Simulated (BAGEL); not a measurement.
# ScCl2F (SMILES [F][Sc]([Cl])[Cl]): HF/6-31G(d) (density fitting with qzvpp-jkfit, spherical functions)

Aim: the energy change on altering one bond length of ScCl2F at HF/6-31G* (density fitting with qzvpp-jkfit, spherical functions), from 2 runs. 

The calculation is run with BAGEL 1.2.2.

4 further runs of the same task are left out: 2 that didn't finish, 2 set aside as unsound or not needed.

## Step 1: The molecule

ScCl2F has 4 atoms, charge 0, and is taken as a singlet. SMILES: `[F][Sc]([Cl])[Cl]`. Geometry: relaxed at PBE0-D4/def2-TZVP.

Bond lengths: F1–Sc2 1.815 Å, Sc2–Cl3 2.282 Å, Sc2–Cl4 2.282 Å. Angles: F1–Sc2–Cl3 119.0°, F1–Sc2–Cl4 119.0°, Cl3–Sc2–Cl4 122.1°.

## Step 2: The energy at HF/6-31G(d) (density fitting with qzvpp-jkfit, spherical functions)

Contents of input.json:

```json
{ "bagel": [

{
  "title": "molecule",
  "basis": "6-31gs.json",
  "df_basis": "qzvpp-jkfit",
  "angstrom": true,
  "geometry": [
    { "atom": "F", "xyz": [    0.479200,    1.129000,    1.456300 ] },
    { "atom": "Sc", "xyz": [    0.037800,    0.043900,    0.070400 ] },
    { "atom": "Cl", "xyz": [    0.984600,   -2.028200,   -0.055400 ] },
    { "atom": "Cl", "xyz": [   -1.446100,    0.795000,   -1.491600 ] }
  ]
},
{
  "title": "hf"
},
{
  "title": "print",
  "file": "orbitals.molden",
  "orbitals": true
}

]}
```

The basis set 6-31G* is read from a file made from the Basis Set Exchange's data (not shown).

Command:

```
$ BAGEL_NUM_THREADS=1 BAGEL input.json > input.out
```

Log:

```text
* using 1 threads per process

  ===============================================================
  ===============================================================

  *** Geometry ***

  { "atom" : "F", "xyz" : [      0.905557,      2.133501,      2.752008 ] },
  { "atom" : "Sc", "xyz" : [      0.071432,      0.082959,      0.133037 ] },
  { "atom" : "Cl", "xyz" : [      1.860624,     -3.832743,     -0.104691 ] },
  { "atom" : "Cl", "xyz" : [     -2.732733,      1.502332,     -2.818715 ] },

  Number of auxiliary basis functions:      597

  Since a DF basis is specified, we compute 2- and 3-index integrals:
    o Being stored without compression. Storage requirement is 0.034 GB

  Number of basis functions:       84
  Number of electrons      :       64

    * METHOD: MOLECULE                             0.36

  *** RHF ***

  === Nuclear Repulsion ===
   304.7990854819

      * DIIS with orbital gradients will be used.

  === RHF iteration (6-31gs.json) ===
      0      -1778.15149685          0.01764870           0.11
      1      -1778.26088327          0.01511033           0.12
      2      -1778.37698756          0.00080423           0.12
      3      -1778.37780765          0.00031017           0.12
      4      -1778.37794358          0.00009258           0.12
      5      -1778.37795728          0.00002099           0.12
      6      -1778.37795805          0.00000517           0.12
      7      -1778.37795810          0.00000146           0.12
      8      -1778.37795810          0.00000055           0.12
      9      -1778.37795810          0.00000023           0.12
     10      -1778.37795810          0.00000006           0.12
     11      -1778.37795810          0.00000002           0.12
     12      -1778.37795810          0.00000001           0.12
    * SCF iteration converged.

    * Permanent dipole moment:
           (   -0.089064,    -0.219595,    -0.281159) a.u.

    * METHOD: HF                                   1.79

    * METHOD: PRINT                                0.01

  ===============================================================
```

Wall time 2.3 s (1 thread of Arm Neoverse V2, shared host); peak memory 0.15 GiB.

## Step 3: The distorted shape at the same level

Contents of hf.json:

```json
{ "bagel" : [

{
  "title" : "molecule",
  "basis" : "6-31gs.json",
  "df_basis" : "qzvpp-jkfit",
  "angstrom" : true,
  "geometry" : [
    { "atom" : "F", "xyz" : [   -0.656962,    3.615524,    1.607260 ] },
    { "atom" : "Sc", "xyz" : [   -1.098362,    2.530424,    0.221360 ] },
    { "atom" : "Cl", "xyz" : [    0.984600,   -2.028200,   -0.055400 ] },
    { "atom" : "Cl", "xyz" : [   -2.582262,    3.281524,   -1.340640 ] }
  ]
},
{
  "title" : "hf"
},
{
  "title" : "print",
  "file" : "orbitals.molden",
  "orbitals" : true
}

]}
```

The basis set 6-31G* is read from a file made from the Basis Set Exchange's data (not shown).

Command:

```
$ BAGEL_NUM_THREADS=1 BAGEL hf.json > hf.out
```

Log:

```text
* using 1 threads per process

  ===============================================================
  ===============================================================

  *** Geometry ***

  { "atom" : "F", "xyz" : [     -1.241478,      6.832350,      3.037281 ] },
  { "atom" : "Sc", "xyz" : [     -2.075603,      4.781808,      0.418310 ] },
  { "atom" : "Cl", "xyz" : [      1.860624,     -3.832743,     -0.104691 ] },
  { "atom" : "Cl", "xyz" : [     -4.879768,      6.201182,     -2.533442 ] },

  Number of auxiliary basis functions:      597

  Since a DF basis is specified, we compute 2- and 3-index integrals:
    o Being stored without compression. Storage requirement is 0.034 GB

  Number of basis functions:       84
  Number of electrons      :       64

    * METHOD: MOLECULE                             0.34

  *** RHF ***

  === Nuclear Repulsion ===
   235.1356501295

      * DIIS with orbital gradients will be used.

  === RHF iteration (6-31gs.json) ===
      0      -1777.89848393          0.01824290           0.12
      1      -1769.45794724          0.09134696           0.11
      2      -1778.12781829          0.00939008           0.11
      3      -1778.18342753          0.00123031           0.12
      4      -1778.18606952          0.00052370           0.12
      5      -1778.18697317          0.00022352           0.12
      6      -1778.18724299          0.00010919           0.12
      7      -1778.18733362          0.00004069           0.11
      8      -1778.18734404          0.00001117           0.12
      9      -1778.18734475          0.00000385           0.12
     10      -1778.18734480          0.00000171           0.12
     11      -1778.18734481          0.00000057           0.12
     12      -1778.18734481          0.00000021           0.12
     13      -1778.18734481          0.00000009           0.12
     14      -1778.18734481          0.00000004           0.12
     15      -1778.18734481          0.00000002           0.12
     16      -1778.18734481          0.00000001           0.12
    * SCF iteration converged.

    * Permanent dipole moment:
           (    2.466228,    -5.510873,    -0.408454) a.u.

    * METHOD: HF                                   2.27

    * METHOD: PRINT                                0.01

  ===============================================================
```

Wall time 2.8 s (1 thread of Arm Neoverse V2, shared host); peak memory 0.15 GiB.

## Step 4: Results

At HF/6-31G* (density fitting with qzvpp-jkfit, spherical functions):

| quantity | value |
| --- | --- |
| first shape: total energy | -1778.37796 Eh |
| first shape: dipole moment | 0.93 D |
| first shape: HOMO energy | -12.62 eV |
| first shape: LUMO energy | -0.03 eV |
| first shape: HOMO–LUMO gap | 12.59 eV |
| distorted shape: total energy | -1778.18734 Eh |
| distorted shape: dipole moment | 15.38 D |
| distorted shape: HOMO energy | -7.60 eV |
| distorted shape: LUMO energy | -3.03 eV |
| distorted shape: HOMO–LUMO gap | 4.58 eV |
| energy change with the Sc2–Cl3 bond stretched from 2.282 to 5.020 Å | 5.187 eV |

One bond (distorted shape) is far stretched, which a spin-restricted single reference describes badly; a broken-symmetry solution may lie lower. With the Sc2–Cl3 bond stretched from 2.282 to 5.020 Å the energy rises by 5.19 eV (500 kJ/mol). The first shape isn't relaxed at this level, so the change isn't measured from a minimum. A restricted reference can't describe the breaking bond well at this length.
